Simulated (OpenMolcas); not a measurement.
**Pd⁵⁺ among point charges: CASSCF and CASPT2 levels and susceptibility**

How does a field of 8 point charges split the states of Pd⁵⁺, and what χT follows?

Program: OpenMolcas 26.06. Level of theory: state-averaged CASSCF and CASPT2, spin-orbit coupling by RASSI with atomic mean-field integrals. These are calculated values, not measurements, unless marked.

### 1 The system

| Property | Result |
| --- | --- |
| Species | Pd⁵⁺ (palladium, Z = 46, 41 electrons) |
| Basis | ANO-RCC-VTZP [7s6p4d2f1g], 68 functions |
| Scalar Hamiltonian | DKH2, point nucleus |
| Inactive shells | 1s 2s 2p 3s 3p 3d 4s 4p |
| Active space | 5 electrons in 5 orbitals (4d) |
| Some configurations of this space | 4d⁵ |
| Orbitals | optimised for each spin and parity, averaged over all roots |

Outer shells as boxes (Hund's rule):

4d5
```
4d [↑ ][↑ ][↑ ][↑ ][↑ ]
```

The ion sits among 8 point charges of -1 e arranged as a cube (Oh), 1.98 Å from the ion.

The work runs as a chain of OpenMolcas steps in one folder; each step below is one input file. Labels, J, g values, rates, χT and fits are worked out afterwards by a script from the matrices that RASSI stores. The input lists half of the charges; inversion (Group=XYZ) makes the rest.

### 2 GATEWAY and SEWARD: basis and integrals

a.inp

```
&GATEWAY
Coord
1

Pd 0.0 0.0 0.0
Basis=ANO-RCC-VTZP
Group=XYZ
NoMove
AngMom=0.0 0.0 0.0
AMFI
XField
4 Angstrom 0
1.143154 1.143154 1.143154 -1.000000
1.143154 1.143154 -1.143154 -1.000000
1.143154 -1.143154 1.143154 -1.000000
1.143154 -1.143154 -1.143154 -1.000000
&SEWARD
```

### 3 Reference wave functions, sextets of even parity, 1 root

a.inp

```
&RASSCF
FileOrb=start.orb
Symmetry=1
Spin=6
nActEl=5 0 0
Inactive=9 9
Ras2=5 0
CIRoot=1 1 1
SDav=1
CIMx=300
Iter=120 100
PrWF=0.3
OrbListing=Nothing
MaxOrb=0
>>> COPY $Project.JobIph JOB001
```

start.orb holds the contracted functions of the basis, ordered by shell, or the orbitals of the step before.

### 4 CASSCF: quartets of even parity, 24 roots

a.inp

```
&RASSCF
FileOrb=start.orb
Symmetry=1
Spin=4
nActEl=5 0 0
Inactive=9 9
Ras2=5 0
CIRoot=24 24 1
SDav=24
CIMx=300
Iter=120 100
PrWF=0.3
OrbListing=Nothing
MaxOrb=0
>>> COPY $Project.JobIph JOB002
```

### 5 CASSCF: doublets of even parity, 75 roots

a.inp

```
&RASSCF
FileOrb=start.orb
Symmetry=1
Spin=2
nActEl=5 0 0
Inactive=9 9
Ras2=5 0
CIRoot=75 75 1
SDav=75
CIMx=300
Iter=120 100
PrWF=0.3
OrbListing=Nothing
MaxOrb=0
>>> COPY $Project.JobIph JOB003
```

### 6 State interaction with spin-orbit coupling

a.inp

```
&RASSI
NrOfJobIphs=3 1 24 75
1
1 2 3 4 5 6 7 8 9 10 11 12 13 14 15 16 17 18 19 20 21 22 23 24
1 2 3 4 5 6 7 8 9 10 11 12 13 14 15 16 17 18 19 20 21 22 23 24 25 26 27
28 29 30 31 32 33 34 35 36 37 38 39 40 41 42 43 44 45 46 47 48 49 50 51
52 53 54 55 56 57 58 59 60 61 62 63 64 65 66 67 68 69 70 71 72 73 74 75
IphNames
JOB001
JOB002
JOB003
EJob
SpinOrbit
DIPRint=1.0
SOCoupling=1000.0
Subsets=2
Property=9
'ANGMOM' 1 'ANGMOM' 2 'ANGMOM' 3 'MLTPL  1' 1 'MLTPL  1' 2 'MLTPL  1' 3
'AMFI' 1 'AMFI' 2 'AMFI' 3
SOProperty=3
'ANGMOM' 1 'ANGMOM' 2 'ANGMOM' 3
```

### 7 CASPT2: IPEA 0.25, imaginary shift 0.1 (closed shells correlated: 4s 4p)

a.inp

```
>>> COPY JOB001 $Project.JobIph
&CASPT2
Multistate=1 1
Frozen=8 6
IPEA=0.25
Imaginary=0.1
MaxIter=60
WThr=0.0 0.3 0.05
PrWF=0.5
NoMix
>>> COPY JOB002 $Project.JobIph
&CASPT2
Multistate=24 1 2 3 4 5 6 7 8 9 10 11 12 13 14 15 16 17 18 19 20 21 22
23 24
NoMult
Frozen=8 6
IPEA=0.25
Imaginary=0.1
MaxIter=60
WThr=0.0 0.3 0.05
PrWF=0.5
NoMix
>>> COPY JOB003 $Project.JobIph
&CASPT2
Multistate=75 1 2 3 4 5 6 7 8 9 10 11 12 13 14 15 16 17 18 19 20 21 22
23 24 25 26 27 28 29 30 31 32 33 34 35 36 37 38 39 40 41 42 43 44 45 46
47 48 49 50 51 52 53 54 55 56 57 58 59 60 61 62 63 64 65 66 67 68 69 70
71 72 73 74 75
NoMult
Frozen=8 6
IPEA=0.25
Imaginary=0.1
MaxIter=60
WThr=0.0 0.3 0.05
PrWF=0.5
NoMix
```

(Steps that only read results are left out.)

Q: Predict the outcome of this session. Wanted: spin-free ground state; lowest level; next level.

The runs gave:

| quantity | value |
| --- | --- |
| method | SS-CASPT2, IPEA 0.25, imaginary shift 0.1 (closed shells correlated: 4s 4p) |
| spin-free ground state | 6A1, 1-fold in its orbital part |
| lowest level | 4-fold Γ8 |
| next level | 0.2 cm⁻¹ |
| χT at 300 K | 4.36 cm³ K/mol |
| effective moment at 300 K | 5.90 μB |

Cost by method:

```
                                              method  time of its own steps  time with the reference
                                           A. CASSCF                   18 s                     18 s
B. SS-CASPT2, IPEA 0.25, imaginary shift 0.1, +4s 4p                  9.7 s                     28 s
```

Times are of one thread on a shared host.

The spin-free ground state (6A1) comes to 100 % from free-ion S terms and keeps the highest spin of the shell. χT at 300 K is 4.36, against 4.39 cm³ K/mol for the spin alone, as a half-filled shell (L = 0) has no orbital moment. An active space of the d shell alone favours high spin; real ions in strong fields can be low spin. A ligand-field fit to the states below 45000 cm-1 gives 10Dq = -867 cm-1, B = 800 cm-1 and C = 4286 cm-1 (C/B = 5.36), with a deviation of 172 cm-1. CASPT2 does not keep the components of a term degenerate, and the means are used. The field of point charges can differ much from that of real complexes. With metal d orbitals alone active, the gaps between spin states are rough; where two lie within a few thousand cm-1, their order is open. This is an electrostatic model: the charges have no orbitals.
